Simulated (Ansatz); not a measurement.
**Si3H8O2: how energies converge with the basis set**

One table from this session's results is given with a row withheld; the runs are named, their logs left out.

The runs use Ansatz 0.2.0, Gaussian basis; one geometry, several basis sets.

The runs, in order: PBE0-D4/def2-SVP; ωB97M-V/def2-SVP; PBE0-D4/def2-QZVPP; ωB97M-V/def2-QZVPP; the functionals' def2-TZVPP values are taken from earlier runs.

## The geometry

An earlier PBE0-D4 in a triple-zeta def2 set relaxation fixed the geometry.

SMILES `O[SiH2][SiH2]O[SiH3]`, 13 atoms, charge 0, spin multiplicity 1.

Atoms are counted from 1 here; the program's logs count them from 0.

Bond lengths: O1–Si2 1.655 Å, O1–H6 0.959 Å, Si2–Si3 2.355 Å, Si2–H7 1.485 Å, Si2–H8 1.493 Å, Si3–O4 1.650 Å, Si3–H9 1.490 Å, Si3–H10 1.488 Å, O4–Si5 1.630 Å, Si5–H11 1.494 Å, Si5–H12 1.481 Å, Si5–H13 1.485 Å. Angles: Si2–O1–H6 116.9°, O1–Si2–Si3 111.1°, O1–Si2–H7 106.1°, O1–Si2–H8 111.1°, Si3–Si2–H7 110.7°, Si3–Si2–H8 109.4°, H7–Si2–H8 108.5°, Si2–Si3–O4 109.6°, Si2–Si3–H9 111.0°, Si2–Si3–H10 111.5°, O4–Si3–H9 108.9°, O4–Si3–H10 107.7°, H9–Si3–H10 108.1°, Si3–O4–Si5 143.9°, O4–Si5–H11 109.8°, O4–Si5–H12 109.0°, O4–Si5–H13 110.9°, H11–Si5–H12 108.7° and more.

Geometry (Å):

```csv
atom,x (Å),y (Å),z (Å)
O1,-2.11549,0.67899,0.53503
Si2,-1.15753,-0.20317,1.55672
Si3,1.12047,0.06219,1.02109
O4,1.35332,-0.25687,-0.58055
Si5,0.73067,-0.04011,-2.07098
H6,-2.09380,0.44065,-0.39388
H7,-1.43701,0.30511,2.92405
H8,-1.51154,-1.65307,1.50899
H9,1.57751,1.45133,1.30733
H10,1.97651,-0.87504,1.79730
H11,-0.74738,-0.25582,-2.03945
H12,1.33627,-1.02785,-2.99398
H13,0.98849,1.33895,-2.55667
```

Set-up of the first run:

Contents of in.yaml:

```yaml
crystal:
  periodic: [false, false, false]
  atoms:
    - {symbol: O, position_ang: [-2.115489, 0.678987, 0.535029]}
    - {symbol: Si, position_ang: [-1.157528, -0.203166, 1.556716]}
    - {symbol: Si, position_ang: [1.120473, 0.062192, 1.021089]}
    - {symbol: O, position_ang: [1.353321, -0.256872, -0.580546]}
    - {symbol: Si, position_ang: [0.730666, -0.040108, -2.070976]}
    - {symbol: H, position_ang: [-2.093801, 0.440654, -0.393877]}
    - {symbol: H, position_ang: [-1.437005, 0.305113, 2.924048]}
    - {symbol: H, position_ang: [-1.511537, -1.653066, 1.508991]}
    - {symbol: H, position_ang: [1.577508, 1.451333, 1.307328]}
    - {symbol: H, position_ang: [1.976507, -0.875043, 1.797301]}
    - {symbol: H, position_ang: [-0.747375, -0.255819, -2.039454]}
    - {symbol: H, position_ang: [1.336272, -1.027855, -2.993977]}
    - {symbol: H, position_ang: [0.988486, 1.338952, -2.556673]}
basis:
  gaussian: {orbitals: def2-SVP}
hamiltonian: {xc: pbe0, dispersion: d4}
output: {orbitals: {seedname: orbitals}}
```

Among the steps run: PBE0-D4 in def2-SVP; ωB97M-V in def2-SVP; PBE0-D4 in def2-QZVPP; ωB97M-V in def2-QZVPP.

One of the session's tables, all rows but one given; the rest of the session is left out.

It belongs to the step «Functionals by basis». 

```
functional       basis  HOMO (eV)
   PBE0-D4    def2-SVP      -7.49
   PBE0-D4  def2-TZVPP          ?
   PBE0-D4  def2-QZVPP      -7.59
   ωB97M-V    def2-SVP      -9.54
   ωB97M-V  def2-TZVPP      -9.66
   ωB97M-V  def2-QZVPP      -9.68
```

Estimate the missing values for PBE0-D4, def2-TZVPP.

**Answer.** HOMO (eV): -7.57. In the column «HOMO (eV)» it lies between PBE0-D4, def2-QZVPP (-7.59) and PBE0-D4, def2-SVP (-7.49).
